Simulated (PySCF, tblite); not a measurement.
# C5H9GeO radical: geometry, infrared bands and EPR parameters

Wanted: the infrared bands and EPR parameters of C5H9GeO radical (`[GeH3][O][C@@H]1[CH]C12CC2`), by calculation.

The runs use tblite 0.8.0 and PySCF 2.14.0, with density-fitted response routines of our own; the level of theory stands in each step. All values are computed, except where a source is named. Atoms count from 0, in the outputs and in this text.

### 1 Starting geometry

16 atoms, charge 0, multiplicity 2; geometry from: force field or distance geometry start.

Bonds of the start (Å): Ge0–O1 1.80, O1–C2 1.39, C2–C3 1.53, C3–C4 1.41, C4–C5 1.43, C5–C6 1.53, C4–C2 1.44, C6–C4 1.44, Ge0–H7 1.55, Ge0–H8 1.54, Ge0–H9 1.54, C2–H10 1.12, C3–H11 1.11, C5–H12 1.11, C5–H13 1.10, C6–H14 1.12, C6–H15 1.13.

### 2 Optimising the geometry with GFN2-xTB

What the job is given:

```
{"job": {"kind": "relax", "xc": "GFN2-xTB", "basis": "xTB"}, "charge": 0, "multiplicity": 2}
Ge     2.836200    -0.505800    -0.003200
O      1.178100    -0.940200     0.550400
C      0.414600     0.219100     0.459500
C     -0.414300     0.437200     1.732200
C     -1.026100     0.220000     0.475800
C     -2.059700    -0.620600    -0.053300
C     -2.011300     0.886100    -0.327700
H      3.821000    -0.836000     1.144200
H      2.913200     1.004800    -0.279500
H      3.130400    -1.255200    -1.311000
H      0.939100     1.127300     0.066300
H     -0.270300    -0.289900     2.556600
H     -1.846000    -1.242900    -0.943900
H     -2.994800    -0.912600     0.447300
H     -1.752700     1.232100    -1.356600
H     -2.865000     1.485700     0.099000
```

Launch:

```bash
$ OMP_NUM_THREADS=1 python probes_run.py task.json out
```

This one command runs all jobs of the session in turn.

The log of the run:

```text
step      E/eV     max force
  0    -574.59315    3.294
  1    -574.99578    1.782
  2    -575.22581    1.005
  3    -575.28125    1.019
  4    -575.31933    0.519
  5    -575.36493    0.459
  6    -575.39000    0.444
  7    -575.41865    0.475
  8    -575.44467    0.436
  9    -575.46482    0.328
 10    -575.47780    0.266
 11    -575.48667    0.252
 12    -575.49453    0.237
 13    -575.50220    0.197
 14    -575.50916    0.190
 15    -575.51496    0.180
 16    -575.51939    0.128
 17    -575.52290    0.152
 18    -575.52613    0.143
 19    -575.52965    0.153
 20    -575.53334    0.160
 21    -575.53668    0.127
 22    -575.53935    0.130
 23    -575.54154    0.134
 24    -575.54357    0.106
 25    -575.54548    0.124
 26    -575.54722    0.133
 27    -575.54887    0.096
 28    -575.55069    0.109
 29    -575.55304    0.137
 30    -575.55605    0.159
 31    -575.55914    0.169
 32    -575.56158    0.127
 33    -575.56320    0.105
 34    -575.56434    0.084
 35    -575.56571    0.095
 36    -575.56727    0.106
 37    -575.56863    0.089
 38    -575.56967    0.092
 39    -575.57064    0.086
 40    -575.57177    0.090
 41    -575.57307    0.093
 42    -575.57441    0.090
 43    -575.57565    0.075
 44    -575.57676    0.068
 45    -575.57791    0.079
 46    -575.57926    0.085
 47    -575.58089    0.106
 48    -575.58263    0.104
 49    -575.58421    0.087
 50    -575.58554    0.075
 51    -575.58645    0.072
 52    -575.58703    0.066
 53    -575.58758    0.052
 54    -575.58819    0.047
 55    -575.58917    0.048
 56    -575.58952    0.040
 57    -575.58994    0.035
 58    -575.59019    0.041
 59    -575.59059    0.057
 60    -575.59104    0.064
 61    -575.59153    0.058
 62    -575.59199    0.063
 63    -575.59249    0.063
 64    -575.59324    0.101
 65    -575.59453    0.129
 66    -575.59645    0.124
 67    -575.59863    0.119
 68    -575.60054    0.122
 69    -575.60188    0.087
 70    -575.60295    0.103
 71    -575.60410    0.077
 72    -575.60516    0.056
 73    -575.60553    0.044
 74    -575.60603    0.043
 75    -575.60643    0.053
 76    -575.60675    0.044
 77    -575.60700    0.038
 78    -575.60725    0.034
 79    -575.60750    0.035
 80    -575.60777    0.040
 81    -575.60811    0.044
 82    -575.60851    0.049
 83    -575.60896    0.043
 84    -575.60943    0.052
 85    -575.60988    0.056
 86    -575.61020    0.047
 87    -575.61037    0.030
 88    -575.61047    0.024
 89    -575.61055    0.023
 90    -575.61062    0.020
 91    -575.61070    0.018
 92    -575.61076    0.018
 93    -575.61080    0.014
 94    -575.61083    0.012
 95    -575.61085    0.010
 96    -575.61087    0.010
 97    -575.61090    0.015
 98    -575.61093    0.016
 99    -575.61097    0.017
100    -575.61103    0.017
101    -575.61111    0.025
102    -575.61121    0.031
103    -575.61137    0.033
104    -575.61158    0.036
105    -575.61186    0.049
106    -575.61222    0.061
107    -575.61270    0.059
108    -575.61342    0.088
109    -575.61451    0.120
110    -575.61590    0.106
111    -575.61691    0.119
112    -575.61670    0.124
113    -575.61879    0.065
114    -575.61920    0.062
115    -575.61967    0.056
116    -575.62052    0.053
117    -575.62100    0.066
118    -575.62209    0.068
119    -575.62291    0.103
120    -575.62382    0.088
121    -575.62464    0.082
122    -575.62601    0.077
123    -575.62707    0.120
124    -575.62876    0.108
125    -575.63115    0.068
126    -575.63248    0.163
127    -575.63323    0.106
128    -575.63449    0.098
129    -575.63614    0.094
130    -575.63771    0.088
131    -575.63971    0.190
132    -575.64258    0.101
133    -575.64541    0.101
134    -575.64568    0.264
135    -575.64980    0.122
136    -575.65288    0.095
137    -575.65999    0.175
138    -575.66256    0.299
139    -575.66995    0.194
140    -575.67514    0.176
141    -575.68055    0.302
142    -575.68793    0.159
143    -575.69127    0.249
144    -575.70129    0.180
145    -575.70467    0.238
146    -575.70980    0.151
147    -575.71302    0.093
148    -575.71462    0.126
149    -575.71594    0.138
150    -575.71748    0.156
151    -575.71864    0.071
152    -575.71954    0.067
153    -575.72071    0.062
154    -575.72154    0.053
155    -575.72224    0.046
156    -575.72268    0.038
157    -575.72296    0.033
158    -575.72316    0.035
159    -575.72336    0.038
160    -575.72359    0.035
161    -575.72384    0.032
162    -575.72410    0.037
163    -575.72433    0.034
164    -575.72452    0.034
165    -575.72470    0.032
166    -575.72486    0.026
167    -575.72500    0.023
168    -575.72510    0.020
169    -575.72520    0.024
170    -575.72533    0.028
171    -575.72551    0.024
172    -575.72570    0.029
173    -575.72588    0.038
174    -575.72606    0.037
175    -575.72624    0.029
176    -575.72639    0.027
177    -575.72650    0.022
178    -575.72657    0.020
179    -575.72663    0.018
180    -575.72667    0.012
181    -575.72670    0.011
182    -575.72671    0.007
```

It took 1.2 s on 1 thread of Arm Neoverse V1, shared host; peak memory 0.18 GiB.

Step by step: (not every step is listed)

```
step  energy from step 0 (eV)  largest force (eV/Å)
   0                   0.0000                3.2940
   1                  -0.4026                1.7825
   2                  -0.6327                1.0050
   3                  -0.6881                1.0194
   4                  -0.7262                0.5195
   5                  -0.7718                0.4593
   6                  -0.7968                0.4438
   7                  -0.8255                0.4751
   8                  -0.8515                0.4356
  24                  -0.9504                0.1056
  40                  -0.9786                0.0900
  56                  -0.9964                0.0400
  72                  -1.0120                0.0564
  88                  -1.0173                0.0239
 104                  -1.0184                0.0357
 120                  -1.0307                0.0882
 136                  -1.0597                0.0953
 152                  -1.1264                0.0668
 168                  -1.1319                0.0199
 177                  -1.1333                0.0224
 178                  -1.1334                0.0199
 179                  -1.1335                0.0177
 180                  -1.1335                0.0120
 181                  -1.1336                0.0110
 182                  -1.1336                0.0067
```

Close pairs (by a distance rule), those that changed most:

```
  bond  before (Å)  after (Å)  change (Å)
 C2–C4       1.441      1.509      +0.069
 C2–C3       1.534      1.472      -0.063
 C4–C5       1.433      1.495      +0.061
 C4–C6       1.435      1.490      +0.054
Ge0–O1       1.801      1.751      -0.050
Ge0–H9       1.536      1.487      -0.048
C6–H15       1.127      1.081      -0.046
Ge0–H7       1.548      1.504      -0.044
```

The final coordinates are the input of the step that follows.

### 3 Vibrational analysis with GFN2-xTB

What the job is given:

```
{"job": {"kind": "ir", "xc": "GFN2-xTB", "basis": "xTB"}, "charge": 0, "multiplicity": 2}
Ge     2.355358    -0.881833     0.077612
O      1.519057     0.525482    -0.543748
C      0.455485     1.196449     0.048341
C      0.039876     0.957554     1.439625
C     -0.823713     0.479923     0.407109
C     -1.535462    -0.774260     0.013529
C     -2.227865     0.556611    -0.084322
H      1.379541    -1.967332     0.438745
H      3.178616    -0.513446     1.280234
H      3.191297    -1.214259    -1.106832
H      0.362866     2.189975    -0.382843
H      0.551803     0.403433     2.205126
H     -1.220115    -1.254578    -0.903104
H     -1.836259    -1.460979     0.791640
H     -2.400923     0.978077    -1.063625
H     -2.997159     0.788127     0.638585
```

The log of the run:

```text
mode    cm-1     km/mol
  1      62.6      1.10
  2     106.9      1.36
  3     127.6      0.93
  4     193.4      1.63
  5     202.8      0.44
  6     294.3      0.10
  7     420.1     22.80
  8     464.3     28.19
  9     516.6     75.57
 10     576.5     94.61
 11     619.1    154.05
 12     665.5     19.57
 13     701.8     13.23
 14     754.4    273.56
 15     796.5      3.65
 16     800.3    167.34
 17     830.7    153.97
 18     873.0     12.94
 19     902.1     10.45
 20     913.7      1.87
 21     981.9     86.82
 22     989.8      6.37
 23    1012.6     10.63
 24    1045.5     10.49
 25    1049.6      5.73
 26    1070.8     15.41
 27    1133.7      0.31
 28    1152.6     28.89
 29    1210.4     33.34
 30    1283.3     73.02
 31    1419.5      0.09
 32    1443.5      3.01
 33    1578.2     35.16
 34    1929.9    105.35
 35    1985.7    502.35
 36    2102.7    374.68
 37    2973.8     37.56
 38    3056.6     10.08
 39    3072.2     23.66
 40    3075.7     11.14
 41    3079.8     43.94
 42    3091.8     47.43
```

Wall time 0.5 s (1 thread of Arm Neoverse V1, shared host); peak memory 0.18 GiB.

The strongest bands and the atoms that carry them (share of the mass-weighted mode):

```
cm⁻¹  km/mol                                atoms
 576    94.6                     H8 48 %, H7 30 %
 619   154.1  H9 30 %, H7 17 %, H11 16 %, O1 10 %
 754   273.6            H9 39 %, H7 35 %, H8 21 %
 800   167.3            H9 55 %, H8 20 %, H7 20 %
 831   154.0                     H8 49 %, H7 44 %
1930   105.3                     H7 49 %, H8 45 %
1986   502.4                     H8 51 %, H7 47 %
2103   374.7                              H9 93 %
```

### 4 EPR parameters: B3LYP/def2-TZVP-core+pcH-1

The job, as its differences from that of step 3:

```diff
@@ -1,2 +1,2 @@
-{"job": {"kind": "ir", "xc": "GFN2-xTB", "basis": "xTB"}, "charge": 0, "multiplicity": 2}
+{"job": {"kind": "epr", "basis": "pcH-1"}, "charge": 0, "multiplicity": 2}
 Ge     2.355358    -0.881833     0.077612
```

Level: UKS B3LYP, def2-TZVP-core on Ge, pcH-1 on C H O, non-relativistic, mean-field spin-orbit, GIAO.

The log of the run:

```text
UKS, coarse grid
  cycle   1  E = -2347.93454209  |g| = 1.42e+00
  cycle   2  E = -2347.57537208  |g| = 1.37e+00
  cycle   3  E = -2347.96400386  |g| = 6.41e-01
  cycle   4  E = -2348.09412063  |g| = 1.77e-01
  cycle   5  E = -2348.10171523  |g| = 4.65e-02
  cycle   6  E = -2348.10248393  |g| = 7.81e-03
  cycle   7  E = -2348.10251517  |g| = 3.05e-03
  cycle   8  E = -2348.10252137  |g| = 1.19e-03
  cycle   9  E = -2348.10252279  |g| = 6.66e-04
UKS, final grid
  cycle   1  E = -2348.10240212  |g| = 8.95e-04
  cycle   2  E = -2348.10240158  |g| = 1.47e-03
  cycle   3  E = -2348.10240247  |g| = 1.44e-04
  cycle   4  E = -2348.10240248  |g| = 5.85e-05
  cycle   5  E = -2348.10240249  |g| = 2.84e-05
E = -2348.10240249 Eh   <S^2> = 0.7540 (exact 0.7500)
g shifts (ppm)      1          2          3
  rmc          -159       -159       -159
  gc             27         14         15
  oz_so         243        692       1520
  total         111        546       1375
hyperfine (MHz)  atom isotope    a_iso     a_fc   dipolar eigenvalues
    0  73Ge       0.60       0.61     -0.12     -0.04      0.16
    1   17O      -3.21      -3.20    -14.00      6.09      7.91
    2   13C     -15.09     -15.09     -5.15     -0.30      5.45
    3   13C     239.51     239.57    -67.63    -65.28    132.91
    4   13C     -28.39     -28.38    -11.44     -1.98     13.43
    5   13C      18.02      18.02     -6.10     -5.52     11.62
    6   13C      40.22      40.23     -8.90     -8.22     17.12
    7    1H       4.05       4.05     -1.65     -1.50      3.16
    8    1H      -2.05      -2.05     -1.56     -1.36      2.92
    9    1H      -0.57      -0.57     -0.84     -0.74      1.58
   10    1H      48.03      48.03     -5.88     -2.96      8.84
   11    1H     -21.75     -21.76    -30.53     -3.04     33.57
   12    1H      20.45      20.45     -4.00     -0.29      4.29
   13    1H      -4.44      -4.44     -3.69     -1.42      5.12
   14    1H      -6.06      -6.06     -4.41     -2.09      6.50
   15    1H       8.31       8.31     -5.47      0.01      5.45
```

It took 3.9 min on 1 thread of Arm Neoverse V1, shared host; peak memory 1.3 GiB.

Principal g values 2.00243, 2.00287, 2.00369; g(iso) = 2.00300, against 2.00232 for a free electron.

Mean a(iso) over the nuclei that a row names, and the largest dipolar term of the row (other rows stand at the frozen geometry):

```
    nuclei  isotope  a(iso) (MHz)  a(iso) (G, at g = 2.0023)  largest dipolar term (MHz)
        C3      13C         239.5                       85.5                       132.9
       H10       1H          48.0                       17.1                         8.8
        C6      13C          40.2                       14.4                        17.1
        C4      13C         -28.4                      -10.1                        13.4
       H11       1H         -21.7                       -7.8                        33.6
       H12       1H          20.5                        7.3                         4.3
        C5      13C          18.0                        6.4                        11.6
        C2      13C         -15.1                       -5.4                         5.5
       H15       1H           8.3                        3.0                        -5.5
       H14       1H          -6.1                       -2.2                         6.5
       H13       1H          -4.4                       -1.6                         5.1
        O1      17O          -3.2                       -1.1                       -14.0
       Ge0     73Ge           0.6                        0.2                         0.2
H7, H8, H9       1H           0.5                        0.2                         3.2
```

Mulliken spin populations:

Ge0 0.00; O1 0.03; C2 -0.01; C3 0.86; C4 -0.01; C5 0.05; C6 0.08; H7 0.00; H8 0.00; H9 0.00; H10 0.02; H11 -0.02; H12 0.01; H13 0.00; H14 0.00; H15 0.01

In first order the couplings over 0.8 MHz of 1H give 64 distinct lines over 38.9 G, if the averaged nuclei exchange fast.

The fields below are evaluated on a grid from the run's orbitals.

ELF in a plane through or near 4 of the atoms.

Values, 10 rows by 14 columns:
```
0.00 0.00 0.00 0.00 0.00 0.00 0.00 0.00 0.00 0.00 0.00 0.00 0.00 0.00
0.00 0.00 0.00 0.00 0.00 0.00 0.00 0.00 0.00 0.00 0.00 0.00 0.00 0.00
0.00 0.00 0.00 0.00 0.00 0.00 0.08 0.09 0.01 0.00 0.00 0.00 0.00 0.00
0.00 0.00 0.04 0.06 0.02 0.07 0.57 0.44 0.03 0.07 0.04 0.02 0.00 0.00
0.00 0.01 0.38 0.77 0.22 0.46 0.39 0.74 0.51 0.76 0.77 0.67 0.03 0.00
0.00 0.01 0.18 0.22 0.68 0.18 0.04 0.66 0.76 0.44 0.83 0.71 0.04 0.00
0.00 0.00 0.07 0.24 0.23 0.92 0.12 0.48 0.48 0.76 0.34 0.06 0.00 0.00
0.00 0.00 0.01 0.06 0.90 1.00 0.17 0.15 0.42 0.32 0.05 0.00 0.00 0.00
0.00 0.00 0.00 0.00 0.14 0.32 0.01 0.01 0.02 0.01 0.00 0.00 0.00 0.00
0.00 0.00 0.00 0.00 0.00 0.00 0.00 0.00 0.00 0.00 0.00 0.00 0.00 0.00
```
The map spans 11.9 Å across and 9.4 Å up, centred on the molecule. Atoms in the plane (x, y in Å): Ge0 (-2.5, -0.4), C2 (-0.2, 1.2), C5 (1.3, -1.1), C6 (2.3, 0.0).

On the surface of density 0.002 e/bohr³ the electrostatic potential runs, from the 1st to the 99th percentile, from -1.24 V near O1 to 1.08 V near H9.

The spin density lies nearest to C3 63 %; C4, C6 about 6 % each.

### 5 Summary of results

| quantity | value |
| --- | --- |
| strongest single infrared mode (GFN2-xTB) | 1986 cm⁻¹, 502 km/mol |
| zero-point energy (GFN2-xTB) | 72.3 kcal/mol |
| g(iso) (B3LYP) | 2.00300 |
| ⟨S²⟩ | 0.754 (exact 0.75) |
| largest a(iso) (averaged by class) | 13C on C3, 239.5 MHz |
| surface potential, 1st and 99th percentile | -1.24 V and 1.08 V |

**Reading.** Relaxing lowered the energy by 1.134 eV in 182 steps; the close pair that moved most is C2–C4, from 1.441 to 1.509 Å. No mode is imaginary among the 42: a minimum at this level. The strongest single mode, at 1986 cm⁻¹, moves mainly H8 and H7. Unscaled tight-binding wavenumbers are off by several per cent, some by more. Its intensities can rank the bands wrongly. Most of the unpaired spin sits on C3 (0.86 e). The isotropic g lies 0.7 ppt above the free-electron value. The hyperfine terms hold no scalar relativity, which the heavier nuclei need.
